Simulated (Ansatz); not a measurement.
# BrHSSi: ionisation energy by level of theory

One table from this session's results is given with a row withheld; the runs are named, their logs left out.

Method: unrestricted cation, the program's frozen cores in correlated methods; program: Ansatz 0.2.0, Gaussian basis.

The runs, in order: UKS PBE-D4/def2-TZVPP; UKS r2SCAN-D4/def2-TZVPP; UKS PBE0-D4/def2-TZVPP; UKS B3LYP-D4/def2-TZVPP; UKS wB97X-V/def2-TZVPP; UKS wB97M-V/def2-TZVPP; UKS B2PLYP/def2-TZVPP; UHF-CCSD(T)/def2-TZVPP; UHF-MP2/def2-QZVPP; extrapolation to the limit; then −ε(HOMO) from the neutral's earlier runs with LDA (SPW92), PBE-D4, revPBE-D4, BLYP-D4, r2SCAN-D4, B97M-V, PBE0-D4, B3LYP-D4, r2SCANh-D4, r2SCAN0-D4, HSE06-D4, BHLYP-D4, CAM-B3LYP-D4, LC-ωPBE, ωB97X-V, ωB97M-V.

### The relaxed structure

An earlier PBE0-D4 in a triple-zeta def2 set relaxation fixed the geometry.

4 atoms, charge 0, spin multiplicity 1.

Atoms are counted from 1 here; the program's logs count them from 0.

Bond lengths: S1–Si2 2.132 Å, S1–H4 1.347 Å, Si2–Br3 2.258 Å. Angles: Si2–S1–H4 93.1°, S1–Si2–Br3 97.0°.

The first run:

Contents of in.yaml:

```yaml
crystal:
  periodic: [false, false, false]
  atoms:
    - {symbol: S, position_ang: [-0.100118, 0.958925, -0.584678]}
    - {symbol: Si, position_ang: [-0.298762, -0.908871, 0.423813]}
    - {symbol: Br, position_ang: [1.856498, -1.105416, 1.067320]}
    - {symbol: H, position_ang: [-1.402118, 0.995063, -0.926655]}
basis:
  gaussian: {orbitals: def2-TZVPP}
total_charge: 1
magnetization: {spin_polarized: true, initial_magnetization: 1}
hamiltonian: {xc: pbe, dispersion: d4}
```

Steps of the session up to this table: Cation, UKS PBE-D4/def2-TZVPP; Cation, UKS r2SCAN-D4/def2-TZVPP; Cation, UKS PBE0-D4/def2-TZVPP; Cation, UKS B3LYP-D4/def2-TZVPP; Cation, UKS wB97X-V/def2-TZVPP; Cation, UKS wB97M-V/def2-TZVPP; Cation, UKS B2PLYP (frozen core)/def2-TZVPP; Cation, UHF-CCSD(T)/def2-TZVPP; Cation, UHF-MP2/def2-QZVPP.

One table of the session follows, with a row left open; its other results are not shown here.

It belongs to the step «Ionisation energies side by side». Orbital estimates, from the neutral's runs:

| functional | −ε(HOMO) (eV) |
| --- | --- |
| LDA (SPW92) | 6.26 |
| PBE-D4 | 6.14 |
| revPBE-D4 | 6.10 |
| BLYP-D4 | 5.99 |
| r2SCAN-D4 | ? |
| B97M-V | 6.41 |
| PBE0-D4 | 7.20 |
| B3LYP-D4 | 7.00 |
| r2SCANh-D4 | 6.75 |
| r2SCAN0-D4 | 7.33 |
| HSE06-D4 | 6.81 |
| BHLYP-D4 | 8.13 |
| CAM-B3LYP-D4 | 8.43 |
| LC-ωPBE | 9.70 |
| ωB97X-V | 9.37 |
| ωB97M-V | 9.21 |

Q: Estimate the row for r2SCAN-D4 from the others.

Worked estimate for «−ε(HOMO) (eV)». Against the share of exact exchange, r2SCANh-D4 (0.1, 6.75), r2SCAN0-D4 (0.25, 7.33) give a slope of 3.87 per unit share; at 0 the line stands at 6.36.

**Answer.** −ε(HOMO) (eV): 6.36. In «−ε(HOMO) (eV)» the line misses by 0.00.

Caveats from the session: The cation may have settled in a state other than its lowest; no search over hole states beyond the program's own was made.
